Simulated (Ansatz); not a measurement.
# Ru: the crystal squeezed far

Aim: compress Ru (sc type) step by step, far beyond the usual range, and follow pressure and electronic structure. Methods of the runs shown: PAW. Its runs: cell relaxed at zero pressure (PAW); volume scaled by 1 (PAW); volume scaled by 0.95 (PAW); volume scaled by 0.85 (PAW); volume scaled by 0.75 (PAW and PAW (cutoff 800 eV)); volume scaled by 0.65 (PAW); volume scaled by 0.55 (PAW); volume scaled by 0.45 (PAW); volume scaled by 0.4 (PAW and PAW (core large)).

Program: Ansatz 0.2.0. Level of theory: DFT PBEsol, with the methods named in each step. These are calculated values, not measurements.

2 further runs of the same task are left out: 2 that didn't finish. Runs told in other sessions of the task aren't counted.

## (1) The system as given

Symmetry: Pm-3m, No. 221, cubic system. Conventional cell: a = 2.432 Å, b = 2.432 Å, c = 2.432 Å, α = 90.00°, β = 90.00°, γ = 90.00°. Ru (site symmetry m-3m) is surrounded by 6 Ru at 2.43 Å.

Structure file:

```cif
data_structure
_symmetry_space_group_name_H-M 'P 1'
_symmetry_Int_Tables_number 1
_cell_length_a 2.4321
_cell_length_b 2.4321
_cell_length_c 2.4321
_cell_angle_alpha 90.000
_cell_angle_beta 90.000
_cell_angle_gamma 90.000
_cell_volume 14.39
loop_
_atom_site_label
_atom_site_type_symbol
_atom_site_fract_x
_atom_site_fract_y
_atom_site_fract_z
_atom_site_occupancy
Ru1 Ru 0.00000 0.00000 0.00000 1
```

Whether this phase is the stable one at these pressures isn't tested.

## (2) Cell relaxed at zero pressure, PAW

input.yaml reads:

```yaml
crystal:
  lattice:
    - [2.4321304286, 0.0, 0.0]
    - [0.0, 2.4321304286, 0.0]
    - [0.0, 0.0, 2.4321304286]
  atoms:
    - { symbol: Ru, position: [0.0, 0.0, 0.0] }
kpoints:
  mp_grid: { grid: [15, 15, 15] }
scf:
  occupations: { method: fermi_dirac, width: 0.1 }
hamiltonian:
  xc: pbesol
  pseudopotentials: { kind: paw }
output:
  forces: true
  stress: true
relax:
  f_tol: 0.005
  max_steps: 40
  cell: {}
```

Command:

```sh
ansatz run input.yaml --threads 1 --pin off --max-ram 2048MiB --backend cpu --events-out ev --progress --plain --runs-dir out
```

The runs that follow: Volume scaled by 1, PAW; Volume scaled by 0.95, PAW; Volume scaled by 0.85, PAW; Volume scaled by 0.75, PAW; Volume scaled by 0.75, PAW (cutoff 800 eV); Volume scaled by 0.65, PAW; Volume scaled by 0.55, PAW; Volume scaled by 0.45, PAW; Volume scaled by 0.4, PAW; Volume scaled by 0.4, PAW (core large).

**Question.** What will these runs give? Wanted: PAW pressure at 0.4 of the volume; PAW; fitted bulk modulus at zero pressure.

As calculated:

| quantity | value |
| --- | --- |
| PAW pressure at 0.4 of the volume | 1759.4 GPa |
| PAW (core large) pressure at 0.4 of the volume | 1759.4 GPa |
| fitted bulk modulus at zero pressure (PAW) | 259 GPa |
| its pressure derivative | 4.28 |

In words: At 0.4 of the starting volume PAW gives 1759 GPa. A third-order Birch-Murnaghan curve fits the range only roughly (B₀ = 259 GPa, B′ = 4.28, misfit at most 10.05 GPa). A fit over so wide a range leans to the high pressures, so B₀ can be off by several per cent. No all-electron run checks these rows here, and frozen cores can fail under such compression. The ions are at rest, and the electrons smeared by 0.1 eV.

At pressures up to 1759 GPa the PAW spheres may overlap and frozen cores may not hold, so those PAW values are rough without an all-electron check.
